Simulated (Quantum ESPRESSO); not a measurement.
AlNi3:

```
Ni Al
1.0
     3.52305    0.00000    0.00000
     0.00000    3.52305    0.00000
     0.00000    0.00000    3.52305
Ni Al
3 1
Cartesian
  1.7615 1.7615 0.0000
  1.7615 0.0000 1.7615
  0.0000 1.7615 1.7615
  0.0000 0.0000 0.0000
```

The cell is a database's computed one.

Base run:

- Program: Quantum ESPRESSO 7.5
- Functional: PBE
- Potentials or basis: SSSP 1.3 efficiency PBE
- Cutoff: 748 eV
- Density cutoff: 5987 eV
- k mesh: 8 × 8 × 8
- Occupations: fermi-dirac, width 0.05 eV
- Spin: collinear spin, ferromagnetic start
- Starting moments: [1.0, 1.0, 1.0, 0.0] μB

Its results: band gap on the k mesh none (metal or under the smearing width); pressure 7.3 GPa; net moment 0.69 μB per cell; site moments Ni +0.26; Al -0.02 μB.

The run is repeated on the same cell with these changes: functional from PBE to PBEsol; potentials or basis from SSSP 1.3 efficiency PBE to GBRV 1.5 PBEsol; cutoff from 748 eV to 612 eV; density cutoff from 5987 eV to 4898 eV. What comes out?

Band gap on the k mesh none (metal or under the smearing width); pressure -0.7 GPa; net moment 0.67 μB per cell; site moments Ni +0.25; Al -0.01 μB.
